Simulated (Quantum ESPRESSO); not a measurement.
# I (Cmce) in Quantum ESPRESSO: notebook, part 2 of 2

Quantum ESPRESSO 7.5. Earlier steps stand in the parts before.

## 3. Wannier functions, LDA

pw.in reads:

```
&CONTROL
  calculation = 'scf'
  prefix = 'pwscf'
  outdir = './tmp'
  pseudo_dir = './pseudo'
  tprnfor = .true.
  tstress = .true.
  disk_io = 'low'
/
&SYSTEM
  ibrav = 0
  celldm(1) = 8
  nat = 4
  ntyp = 1
  ecutwfc = 70
  nbnd = 21
  occupations = 'smearing'
  smearing = 'fd'
  degauss = 0.00367493
/
&ELECTRONS
  conv_thr = 8d-10
  electron_maxstep = 120
  mixing_beta = 0.5
/
ATOMIC_SPECIES
I    126.9045 I.upf
CELL_PARAMETERS alat
  0.8586525754286  -0.5657414828752   0.0000000000000
  0.8586525754286   0.5657414828752   0.0000000000000
  0.0000000000000   0.0000000000000   2.3133649272444
ATOMIC_POSITIONS crystal
I      0.6493000000    0.3507000000    0.3844000000
I      0.1493000000    0.8507000000    0.1156000000
I      0.3507000000    0.6493000000    0.6156000000
I      0.8507000000    0.1493000000    0.8844000000
K_POINTS automatic
6 6 2 0 0 0
```

nscf.in reads:

```
&CONTROL
  calculation = 'nscf'
  prefix = 'pwscf'
  outdir = './tmp'
  pseudo_dir = './pseudo'
  disk_io = 'low'
/
&SYSTEM
  ibrav = 0
  celldm(1) = 8
  nat = 4
  ntyp = 1
  ecutwfc = 70
  nbnd = 26
  occupations = 'smearing'
  smearing = 'fd'
  degauss = 0.00367493
  nosym = .true.
  noinv = .true.
/
&ELECTRONS
  conv_thr = 1d-09
  electron_maxstep = 120
  mixing_beta = 0.5
  diago_full_acc = .true.
  startingwfc = 'random'
/
ATOMIC_SPECIES
I    126.9045 I.upf
CELL_PARAMETERS alat
  0.8586525754286  -0.5657414828752   0.0000000000000
  0.8586525754286   0.5657414828752   0.0000000000000
  0.0000000000000   0.0000000000000   2.3133649272444
ATOMIC_POSITIONS crystal
I      0.6493000000    0.3507000000    0.3844000000
I      0.1493000000    0.8507000000    0.1156000000
I      0.3507000000    0.6493000000    0.6156000000
I      0.8507000000    0.1493000000    0.8844000000
K_POINTS crystal
32
  0.00000000   0.00000000   0.00000000 3.12500000e-02
  0.00000000   0.00000000   0.50000000 3.12500000e-02
  0.00000000   0.25000000   0.00000000 3.12500000e-02
  0.00000000   0.25000000   0.50000000 3.12500000e-02
  0.00000000   0.50000000   0.00000000 3.12500000e-02
  0.00000000   0.50000000   0.50000000 3.12500000e-02
  0.00000000   0.75000000   0.00000000 3.12500000e-02
  0.00000000   0.75000000   0.50000000 3.12500000e-02
  0.25000000   0.00000000   0.00000000 3.12500000e-02
  0.25000000   0.00000000   0.50000000 3.12500000e-02
  0.25000000   0.25000000   0.00000000 3.12500000e-02
  0.25000000   0.25000000   0.50000000 3.12500000e-02
  0.25000000   0.50000000   0.00000000 3.12500000e-02
  0.25000000   0.50000000   0.50000000 3.12500000e-02
  0.25000000   0.75000000   0.00000000 3.12500000e-02
  0.25000000   0.75000000   0.50000000 3.12500000e-02
  0.50000000   0.00000000   0.00000000 3.12500000e-02
  0.50000000   0.00000000   0.50000000 3.12500000e-02
  0.50000000   0.25000000   0.00000000 3.12500000e-02
  0.50000000   0.25000000   0.50000000 3.12500000e-02
  0.50000000   0.50000000   0.00000000 3.12500000e-02
  0.50000000   0.50000000   0.50000000 3.12500000e-02
  0.50000000   0.75000000   0.00000000 3.12500000e-02
  0.50000000   0.75000000   0.50000000 3.12500000e-02
  0.75000000   0.00000000   0.00000000 3.12500000e-02
  0.75000000   0.00000000   0.50000000 3.12500000e-02
  0.75000000   0.25000000   0.00000000 3.12500000e-02
  0.75000000   0.25000000   0.50000000 3.12500000e-02
  0.75000000   0.50000000   0.00000000 3.12500000e-02
  0.75000000   0.50000000   0.50000000 3.12500000e-02
  0.75000000   0.75000000   0.00000000 3.12500000e-02
  0.75000000   0.75000000   0.50000000 3.12500000e-02
```

pw2wan.in reads:

```
&INPUTPP
  prefix = 'pwscf'
  outdir = './tmp'
  seedname = 'w'
  write_mmn = .true.
  write_amn = .true.
  scdm_proj = .true.
  scdm_entanglement = 'erfc'
  scdm_mu = 6.86
  scdm_sigma = 2
/
```

bands.in is that of step 2.

Changes to w.win since step 2:

```diff
@@ -2,8 +2,5 @@
 num_bands = 26
-guiding_centres = true
-dis_froz_max = 4.86
-dis_num_iter = 600
-dis_mix_ratio = 0.5
-dis_conv_tol = 1.0d-9
-num_iter = 0
+auto_projections = true
+dis_num_iter = 0
+num_iter = 1200
 search_shells = 100
@@ -17,5 +14,2 @@
 mp_grid = 4 4 2
-begin projections
-I: s;p
-end projections
 begin unit_cell_cart
```

Potentials or basis: PseudoDojo 0.4.1 SR LDA standard.

The run is started by

```sh
$ OMP_NUM_THREADS=1 pw.x -in pw.in > pw.out
$ OMP_NUM_THREADS=1 pw.x -in nscf.in > nscf.out
$ wannier90.x -pp w
$ OMP_NUM_THREADS=1 pw2wannier90.x -in pw2wan.in > pw2wan.out
$ wannier90.x w
$ OMP_NUM_THREADS=1 pw.x -in bands.in > bands.out
```

pw.out:

```text
This program is part of the open-source Quantum ESPRESSO suite
     for quantum simulation of materials; please cite
[... 9 lines left out ...]
     --------------------
     sticks:   dense  smooth     PW     G-vecs:    dense   smooth      PW
     Sum        1381    1381    395                90923    90923   14015

     Using Slab Decomposition

     bravais-lattice index     =            0
     lattice parameter (alat)  =       8.0000  a.u.
     unit-cell volume          =    1150.7463 (a.u.)^3
     number of atoms/cell      =            4
     number of atomic types    =            1
     number of electrons       =        28.00
     number of Kohn-Sham states=           21
     kinetic-energy cutoff     =      70.0000  Ry
     charge density cutoff     =     280.0000  Ry
     scf convergence threshold =      8.0E-10
     mixing beta               =       0.5000
     number of iterations used =            8  plain     mixing
     Exchange-correlation= SLA  PW   NOGX NOGC
                           (   1   4   0   0   0   0   0)

     celldm(1)=   8.000000  celldm(2)=   0.000000  celldm(3)=   0.000000
     celldm(4)=   0.000000  celldm(5)=   0.000000  celldm(6)=   0.000000

     crystal axes: (cart. coord. in units of alat)
               a(1) = (   0.858653  -0.565741   0.000000 )
               a(2) = (   0.858653   0.565741   0.000000 )
               a(3) = (   0.000000   0.000000   2.313365 )

     reciprocal axes: (cart. coord. in units 2 pi/alat)
               b(1) = (  0.582308 -0.883796  0.000000 )
               b(2) = (  0.582308  0.883796 -0.000000 )
               b(3) = ( -0.000000  0.000000  0.432271 )

     PseudoPot. # 1 for I  read from file:
     I.upf
     Pseudo is Norm-conserving + core correction, Zval =  7.0
     Generated using ONCVPSP code by D. R. Hamann
     Using radial grid of 1182 points,  6 beta functions with:
                l(1) =   0
                l(2) =   0
                l(3) =   1
                l(4) =   1
                l(5) =   2
                l(6) =   2

     atomic species   valence    mass     pseudopotential
     I                 7.00   126.90450     I ( 1.00)

      8 Sym. Ops., with inversion, found ( 4 have fractional translation)

   Cartesian axes

     site n.     atom                  positions (alat units)
         1        I      tau(   1) = (   0.8586526  -0.1689304   0.8892575  )
         2        I      tau(   2) = (   0.8586526   0.3968111   0.2674250  )
         3        I      tau(   3) = (   0.8586526   0.1689304   1.4241074  )
         4        I      tau(   4) = (   0.8586526  -0.3968111   2.0459399  )

     number of k points=    26  Fermi-Dirac smearing, width (Ry)=  0.0037
                       cart. coord. in units 2pi/alat
        k(    1) = (   0.0000000   0.0000000   0.0000000), wk =   0.0277778
        k(    2) = (   0.0000000   0.0000000  -0.2161354), wk =   0.0277778
        k(    3) = (   0.0970513   0.1472993   0.0000000), wk =   0.1111111
        k(    4) = (   0.0970513   0.1472993  -0.2161354), wk =   0.1111111
        k(    5) = (   0.1941026   0.2945986   0.0000000), wk =   0.1111111
        k(    6) = (   0.1941026   0.2945986  -0.2161354), wk =   0.1111111
[... 18 lines left out ...]
        k(   25) = (  -0.5823077   0.0000000   0.0000000), wk =   0.0277778
        k(   26) = (  -0.5823077   0.0000000  -0.2161354), wk =   0.0277778

     Dense  grid:    90923 G-vectors     FFT dimensions: (  48,  48, 100)

     Initial potential from superposition of free atoms

     starting charge      27.9997, renormalised to      28.0000
     Starting wfcs are   16 randomized atomic wfcs +    5 random wfcs

     Self-consistent Calculation

     iteration #  1     ecut=    70.00 Ry     beta= 0.50
     Davidson diagonalization with overlap
     ethr =  1.00E-02,  avg # of iterations =  7.0

     Threshold (ethr) on eigenvalues was too large:
     Diagonalizing with lowered threshold

     Davidson diagonalization with overlap
     ethr =  2.07E-04,  avg # of iterations =  6.7

     total energy              =    -104.09163629 Ry
     estimated scf accuracy    <       0.05461748 Ry

     iteration #  2     ecut=    70.00 Ry     beta= 0.50
     Davidson diagonalization with overlap
     ethr =  1.95E-04,  avg # of iterations =  1.0

     total energy              =    -104.09255140 Ry
     estimated scf accuracy    <       0.00608525 Ry

     iteration #  3     ecut=    70.00 Ry     beta= 0.50
     Davidson diagonalization with overlap
     ethr =  2.17E-05,  avg # of iterations =  4.5

     total energy              =    -104.09321257 Ry
     estimated scf accuracy    <       0.00014116 Ry

     iteration #  4     ecut=    70.00 Ry     beta= 0.50
     Davidson diagonalization with overlap
     c_bands:  1 eigenvalues not converged
     ethr =  5.04E-07,  avg # of iterations =  5.9

     total energy              =    -104.09323766 Ry
     estimated scf accuracy    <       0.00001612 Ry

     iteration #  5     ecut=    70.00 Ry     beta= 0.50
     Davidson diagonalization with overlap
     ethr =  5.76E-08,  avg # of iterations =  2.2

     total energy              =    -104.09323893 Ry
     estimated scf accuracy    <       0.00000067 Ry

     iteration #  6     ecut=    70.00 Ry     beta= 0.50
     Davidson diagonalization with overlap
     ethr =  2.38E-09,  avg # of iterations =  2.0

     total energy              =    -104.09323903 Ry
     estimated scf accuracy    <       0.00000004 Ry

     iteration #  7     ecut=    70.00 Ry     beta= 0.50
     Davidson diagonalization with overlap
     ethr =  1.25E-10,  avg # of iterations =  2.1

     total energy              =    -104.09323903 Ry
     estimated scf accuracy    <          2.2E-09 Ry

     iteration #  8     ecut=    70.00 Ry     beta= 0.50
     Davidson diagonalization with overlap
     ethr =  7.82E-12,  avg # of iterations =  2.2

     End of self-consistent calculation

          k = 0.0000 0.0000 0.0000 ( 11303 PWs)   bands (ev):

   -11.0444 -10.5872  -8.9787  -8.0365  -1.9454  -0.5805   0.8708   0.9056
     1.4174   1.5066   1.5410   2.0961   2.6049   2.6636   3.9498   4.7971
     7.6402   7.7756   7.9125   9.5667   9.8193

          k = 0.0000 0.0000-0.2161 ( 11382 PWs)   bands (ev):

   -10.8534 -10.8534  -8.4865  -8.4865  -1.3517  -1.3517   1.1792   1.1792
     1.4766   1.4766   1.6190   1.6190   2.6370   2.6370   4.1814   4.1814
     8.1362   8.1362   8.7142   8.7142   9.6408

          k = 0.0971 0.1473 0.0000 ( 11350 PWs)   bands (ev):

   -10.9609 -10.5545  -8.9136  -8.1038  -1.9330  -0.8003   0.3208   0.4454
     1.2038   1.3069   1.9494   2.3469   2.4651   2.4854   3.9386   4.6559
     8.1643   8.2165   8.5323   9.3886   9.5924
[... 115 lines left out ...]
          k =-0.0000-0.5892 0.0000 ( 11416 PWs)   bands (ev):

   -10.6075 -10.4488  -8.6033  -8.3243  -1.7866  -1.5586  -0.4493   0.1327
     0.2618   0.3205   1.2233   1.5777   1.8701   2.4590   4.4520   4.5941
     9.0543   9.1288  10.2781  10.2837  10.4318

          k =-0.0000-0.5892-0.2161 ( 11402 PWs)   bands (ev):

   -10.5325 -10.5325  -8.4615  -8.4615  -1.5407  -1.5407  -0.2024  -0.2024
    -0.1894  -0.1894   1.9196   1.9196   2.2345   2.2345   4.3099   4.3099
     9.5055   9.5055   9.6801   9.6803  10.4307

          k =-0.5823 0.0000 0.0000 ( 11382 PWs)   bands (ev):

   -10.7345 -10.3620  -8.7149  -7.9937  -1.6560  -0.9587  -0.8919  -0.1338
     0.3651   0.6835   0.8136   1.2817   1.9367   2.3906   3.8614   4.4184
     7.6556   8.3995   8.5731   8.8499  11.3463

          k =-0.5823 0.0000-0.2161 ( 11384 PWs)   bands (ev):

   -10.5737 -10.5737  -8.3368  -8.3368  -1.3342  -1.3342  -0.6683  -0.6683
     0.7775   0.7775   1.4149   1.4149   1.6857   1.6857   3.9787   3.9787
     8.6096   8.6096   9.6230   9.6230   9.7150

     the Fermi energy is     3.2795 ev

!    total energy              =    -104.09323903 Ry
     estimated scf accuracy    <          8.5E-11 Ry
     smearing contrib. (-TS)   =      -0.00000013 Ry
     internal energy E=F+TS    =    -104.09323890 Ry

     The total energy is F=E-TS. E is the sum of the following terms:
     one-electron contribution =       0.10009722 Ry
     hartree contribution      =      10.30283610 Ry
     xc contribution           =     -31.58914863 Ry
     ewald contribution        =     -82.90702359 Ry

     convergence has been achieved in   8 iterations

     Forces acting on atoms (cartesian axes, Ry/au):

     atom    1 type  1   force =     0.00000000   -0.01351248   -0.02792109
     atom    2 type  1   force =     0.00000000   -0.01351248    0.02792109
     atom    3 type  1   force =    -0.00000000    0.01351248    0.02792109
     atom    4 type  1   force =     0.00000000    0.01351248   -0.02792109

     Total force =     0.062038     Total SCF correction =     0.000011

     Computing stress (Cartesian axis) and pressure

          total   stress  (Ry/bohr**3)                   (kbar)     P=       -7.80
  -0.00005335  -0.00000000   0.00000000           -7.85       -0.00        0.00
  -0.00000000  -0.00008948   0.00000000           -0.00      -13.16        0.00
   0.00000000   0.00000000  -0.00001627            0.00        0.00       -2.39

=------------------------------------------------------------------------------=
   JOB DONE.
=------------------------------------------------------------------------------=
```

Run time: 9.9 min. Hardware: 1 thread of Arm Neoverse V2, shared host; peak memory 0.37 GiB.

Results:

```yaml
Free_energy: -1416.2607 eV
Pressure: -0.8 GPa
Largest_force: 0.798 eV/Å
Band_gap_on_the_k_mesh: 1.19 eV, indirect (least direct gap 1.29 eV)
Band_gap_along_the_path: 1.18 eV, indirect (least direct gap 1.29 eV)
Total_Wannier_spread: 23.96 Å² over 16 functions
RMS_miss_of_the_Wannier_bands: 0.040 eV
```

Forces on the atoms (eV/Å):
```
I    0.000 -0.347 -0.718
I    0.000 -0.347  0.718
I    0.000  0.347  0.718
I    0.000  0.347 -0.718
```

Levels at the corners of the path, in eV from the valence-band top:
| point | band 12 | band 13 | band 14 | band 15 | band 16 | band 17 |
| --- | --- | --- | --- | --- | --- | --- |
| Γ | -0.58 | -0.07 | -0.01 | 1.28 | 2.13 | 4.97 |
| X | -1.02 | -0.68 | -0.23 | 1.58 | 1.81 | 6.09 |
| S | -1.27 | -0.43 | -0.43 | 2.17 | 2.17 | 5.25 |
| R | -0.75 | 0.00 | 0.00 | 1.56 | 1.56 | 5.62 |
| A | -0.81 | -0.61 | -0.61 | 1.66 | 1.66 | 6.68 |
| Z | -1.05 | -0.03 | -0.03 | 1.51 | 1.51 | 5.47 |
| Γ | -0.58 | -0.07 | -0.01 | 1.28 | 2.13 | 4.97 |
| Y | -1.39 | -0.73 | -0.28 | 1.19 | 1.75 | 4.98 |
| X1 | -1.02 | -0.68 | -0.23 | 1.58 | 1.81 | 6.09 |
| A1 | -0.81 | -0.61 | -0.61 | 1.66 | 1.66 | 6.68 |
| T | -1.26 | -0.99 | -0.99 | 1.31 | 1.31 | 5.94 |
| Y | -1.39 | -0.73 | -0.28 | 1.19 | 1.75 | 4.98 |
| Z | -1.05 | -0.03 | -0.03 | 1.51 | 1.51 | 5.47 |
| T | -1.26 | -0.99 | -0.99 | 1.31 | 1.31 | 5.94 |

Wannier functions:
| function | nearest atom | distance (Å) | spread (Å²) | on-site energy from the reference level (eV) |
| --- | --- | --- | --- | --- |
| 1 | 1 I | 0.56 | 1.49 | -4.96 |
| 2 | 4 I | 0.56 | 1.49 | -4.96 |
| 3 | 2 I | 0.56 | 1.50 | -4.95 |
| 4 | 3 I | 0.55 | 1.52 | -4.85 |
| 5 | 4 I | 0.64 | 1.46 | -4.66 |
| 6 | 2 I | 0.64 | 1.46 | -4.66 |
| 7 | 3 I | 0.54 | 1.54 | -4.49 |
| 8 | 2 I | 0.55 | 1.53 | -4.53 |
| 9 | 1 I | 0.55 | 1.52 | -4.54 |
| 10 | 3 I | 0.64 | 1.47 | -4.66 |
| 11 | 4 I | 0.55 | 1.51 | -4.59 |
| 12 | 1 I | 0.64 | 1.47 | -4.66 |
| 13 | 4 I | 0.55 | 1.52 | -4.55 |
| 14 | 2 I | 0.56 | 1.50 | -4.62 |
| 15 | 1 I | 0.55 | 1.51 | -4.60 |
| 16 | 3 I | 0.57 | 1.47 | -4.78 |

Parts of the spread (Å²): invariant 19.58, diagonal 0.002, off-diagonal 4.38, total 23.96. Against the direct bands the interpolation misses by 40 meV (root mean square) and 447 meV at most, for states up to 1 eV over the reference level.

Caveat: spin-orbit coupling is left out, which moves the levels of the heavy elements. Expect the measured gap to be larger: semilocal functionals such as LDA lack the derivative discontinuity.
